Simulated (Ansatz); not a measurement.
# CuH5: the cost of one run

Program: Ansatz 0.2.0. Level of theory: DFT PBE, scalar-relativistic, plane waves, PAW. These are calculated values, not measurements.

**1. The starting structure**

Symmetry: F-43m, No. 216, cubic system. Conventional cell: a = 6.136 Å, b = 6.136 Å, c = 6.136 Å, α = 90.00°, β = 90.00°, γ = 90.00°. Around Cu (site symmetry -43m) lie 16 H at 2.54 to 2.66 Å. H (site symmetry -43m) is surrounded by 12 H at 2.54 Å and 4 Cu at 2.66 Å. H (site symmetry 3m) is surrounded by 9 H at 2.17 to 2.54 Å and 3 Cu at 2.54 Å.

Coordinates:

```xyz
6
Lattice="0.0000 3.0680 3.0680 3.0680 0.0000 3.0680 3.0680 3.0680 0.0000" Properties=species:S:1:pos:R:3 pbc="T T T"
Cu    0.0000    0.0000    0.0000
H     1.5340    1.5340    1.5340
H     3.8350    2.3010    2.3010
H     3.8350    3.8350    3.8350
H     2.3010    3.8350    2.3010
H     2.3010    2.3010    3.8350
```

Recipe of the guess: species swapped into a database cell of ZrNi5 (F-43m, No. 216), with Cu on the Zr sites and H on the Ni sites. Its size is a rough estimate.

**2. A first look at the guess**

Input file input.yaml:

```yaml
crystal:
  lattice:
    - [0.0, 3.06800471, 3.06800471]
    - [3.06800471, 0.0, 3.06800471]
    - [3.06800471, 3.06800471, 0.0]
  atoms:
    - { symbol: Cu, position: [0.0, 0.0, 0.0] }
    - { symbol: H, position: [0.25, 0.25, 0.25] }
    - { symbol: H, position: [0.125, 0.625, 0.625] }
    - { symbol: H, position: [0.625, 0.625, 0.625] }
    - { symbol: H, position: [0.625, 0.125, 0.625] }
    - { symbol: H, position: [0.625, 0.625, 0.125] }
basis:
  ecutwfc: 420
kpoints:
  mp_grid: { grid: [6, 6, 6] }
hamiltonian:
  xc: pbe
scf:
  occupations: { method: gaussian, width: 0.1 }
  lower_state_search: "off"
output:
  forces: true
  stress: true
  eigenvalues: true
```

Command:

```console
$ ansatz run input.yaml --threads 1 --pin off --max-ram 2048MiB --backend cpu --events-out ev --progress --plain --runs-dir out
```

What time and memory should one allow on 1 thread of Arm Neoverse V1, shared host?

About 1.6 s, with a peak of 0.29 GiB.
